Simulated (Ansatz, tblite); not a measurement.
# Tri-p-tolylsulfonium bromide (C21H21BrS): one state, many levels

The task here is to estimate one member of a computed series from the others.

Program: Ansatz 0.2.0, Gaussian basis. Level of theory: as each input shows. These are calculated values, not measurements.

Levels to be run: GFN1-xTB, GFN2-xTB, PBE-D4/def2-TZVP, r2SCAN-D4/def2-TZVP, B97M-V/def2-TZVP, r2SCAN0-D4/def2-TZVP, HF/def2-TZVP, PBE-D4/def2-SVP, PBE0-D4/def2-SVP, HF/STO-3G, MP2/def2-SVP, RPA/def2-SVP.

### The structure

The geometry is that of the singlet, from an earlier relaxation (PBE-D4/def2-SVP).

SMILES `Cc1ccc([S+](c2ccc(C)cc2)c2ccc(C)cc2)cc1.[Br-]`, 44 atoms, charge 0, spin multiplicity 1.

Bond lengths: C1–C2 1.507 Å, C1–H23 1.108 Å, C1–H24 1.112 Å, C1–H25 1.108 Å, C2–C3 1.413 Å, C2–C22 1.408 Å, C3–C4 1.398 Å, C3–H26 1.101 Å, C4–C5 1.404 Å, C4–H27 1.099 Å, C5–S6 1.801 Å, C5–C21 1.399 Å, S6–C7 1.862 Å, S6–C14 1.821 Å, C7–C8 1.407 Å, C7–C13 1.401 Å, C8–C9 1.398 Å, C8–H28 1.102 Å and more. Angles: C2–C1–H23 111.7°, C2–C1–H24 110.7°, C2–C1–H25 111.7°, H23–C1–H24 107.1°, H23–C1–H25 108.4°, H24–C1–H25 107.0°, C1–C2–C3 120.8°, C1–C2–C22 121.0°, C3–C2–C22 118.1°, C2–C3–C4 121.4°, C2–C3–H26 119.5°, C4–C3–H26 119.1°, C3–C4–C5 118.9°, C3–C4–H27 120.9°, C5–C4–H27 120.2°, C4–C5–S6 115.8°, C4–C5–C21 121.4°, S6–C5–C21 122.7° and more.

PBE0-D4/def2-TZVP was run before; its log isn't repeated, and its numbers join the tables.

The first run:

Tight binding, by tblite at 300 K electronic temperature and without a spin-polarisation term:

```python
tblite.interface.Calculator('GFN1-xTB', numbers, positions, charge=0, uhf=0).singlepoint()
```

Tight binding, by tblite at 300 K electronic temperature and without a spin-polarisation term:

```python
tblite.interface.Calculator('GFN2-xTB', numbers, positions, charge=0, uhf=0).singlepoint()
```

start.molden holds the orbitals of an earlier run on this state, given as this run's starting guess.

Contents of in.yaml:

```yaml
crystal:
  periodic: [false, false, false]
  atoms:
    - {symbol: C, position_ang: [4.750535, 0.058009, -3.140066]}
    - {symbol: C, position_ang: [3.734811, 0.011112, -2.027936]}
    - {symbol: C, position_ang: [3.929932, -0.821297, -0.903327]}
    - {symbol: C, position_ang: [3.021294, -0.835367, 0.158528]}
    - {symbol: C, position_ang: [1.881668, -0.018570, 0.086146]}
    - {symbol: S, position_ang: [0.719953, -0.169558, 1.454389]}
    - {symbol: C, position_ang: [-0.428400, -1.440053, 0.722973]}
    - {symbol: C, position_ang: [-1.418729, -1.910552, 1.604369]}
    - {symbol: C, position_ang: [-2.272314, -2.942196, 1.203480]}
    - {symbol: C, position_ang: [-2.142813, -3.545832, -0.067828]}
    - {symbol: C, position_ang: [-3.057003, -4.671293, -0.478677]}
    - {symbol: C, position_ang: [-1.128684, -3.073699, -0.921852]}
    - {symbol: C, position_ang: [-0.269810, -2.029748, -0.538201]}
    - {symbol: C, position_ang: [-0.400595, 1.261081, 1.330293]}
    - {symbol: C, position_ang: [-1.429199, 1.295375, 0.371806]}
    - {symbol: C, position_ang: [-2.288631, 2.400645, 0.333240]}
    - {symbol: C, position_ang: [-2.153207, 3.468027, 1.245246]}
    - {symbol: C, position_ang: [-3.064731, 4.665664, 1.178314]}
    - {symbol: C, position_ang: [-1.124560, 3.390141, 2.206375]}
    - {symbol: C, position_ang: [-0.243129, 2.302801, 2.256630]}
    - {symbol: C, position_ang: [1.651160, 0.814651, -1.013188]}
    - {symbol: C, position_ang: [2.586666, 0.825891, -2.059380]}
    - {symbol: H, position_ang: [4.286466, 0.331495, -4.108843]}
    - {symbol: H, position_ang: [5.533052, 0.818576, -2.925636]}
    - {symbol: H, position_ang: [5.268089, -0.914382, -3.263225]}
    - {symbol: H, position_ang: [4.825620, -1.460056, -0.849700]}
    - {symbol: H, position_ang: [3.204626, -1.450106, 1.051211]}
    - {symbol: H, position_ang: [-1.527368, -1.459221, 2.604092]}
    - {symbol: H, position_ang: [-3.054452, -3.294910, 1.894850]}
    - {symbol: H, position_ang: [-2.912294, -5.561611, 0.169061]}
    - {symbol: H, position_ang: [-4.123531, -4.379032, -0.385518]}
    - {symbol: H, position_ang: [-2.877914, -4.983543, -1.525403]}
    - {symbol: H, position_ang: [-1.004042, -3.530728, -1.916533]}
    - {symbol: H, position_ang: [0.510378, -1.678367, -1.227856]}
    - {symbol: H, position_ang: [-1.572303, 0.464434, -0.332931]}
    - {symbol: H, position_ang: [-3.087393, 2.429610, -0.424644]}
    - {symbol: H, position_ang: [-3.228271, 5.110286, 2.179709]}
    - {symbol: H, position_ang: [-4.050912, 4.408429, 0.744188]}
    - {symbol: H, position_ang: [-2.622217, 5.460377, 0.539106]}
    - {symbol: H, position_ang: [-1.003963, 4.203756, 2.939489]}
    - {symbol: H, position_ang: [0.597956, 2.255791, 2.973243]}
    - {symbol: H, position_ang: [0.763302, 1.460976, -1.055132]}
    - {symbol: H, position_ang: [2.415956, 1.491222, -2.920561]}
    - {symbol: Br, position_ang: [2.804969, 1.241753, 2.839690]}
basis:
  gaussian: {orbitals: def2-TZVP, fitting: {mean_field: def2-universal-jkfit}, initial_orbitals: start.molden}
hamiltonian: {xc: pbe, dispersion: d4}
scf: {omitted_lower_state_checks: [starts]}
output: {forces: true, orbitals: {seedname: orbitals}}
```

Command:

```bash
ansatz run in.yaml --threads 2 --pin off --events-out ev --progress --plain --max-ram 32768MiB --backend cuda --devices 0, --max-vram 18GiB
```

Steps of the session up to this table: PBE-D4/def2-TZVP; r2SCAN-D4/def2-TZVP; B97M-V/def2-TZVP; r2SCAN0-D4/def2-TZVP; HF/def2-TZVP; PBE-D4/def2-SVP; PBE0-D4/def2-SVP; HF/STO-3G; MP2/def2-SVP; RPA/def2-SVP.

One of the session's tables, all rows but one given; the rest of the session is left out.

It belongs to the step «Binding energy». 

```
               level  binding an atom (eV)
           HF/STO-3G                 4.126
         HF/def2-SVP                 3.604
        HF/def2-TZVP                 3.519
     PBE-D4/def2-SVP                 5.055
    PBE-D4/def2-TZVP                 4.993
 r2SCAN-D4/def2-TZVP                 4.847
    B97M-V/def2-TZVP                 4.822
    PBE0-D4/def2-SVP                     ?
   PBE0-D4/def2-TZVP                 4.893
r2SCAN0-D4/def2-TZVP                 4.771
        MP2/def2-SVP                 4.736
```

Estimate the missing values for PBE0-D4/def2-SVP.

The run gave: binding an atom (eV): 4.958. In the column «binding an atom (eV)» it lies between PBE0-D4/def2-TZVP (4.893) and PBE-D4/def2-TZVP (4.993).

To keep in mind: Free atoms were run apart at each level; binding is atoms less cluster, divided by the number of atoms, without zero-point or spin-orbit terms.
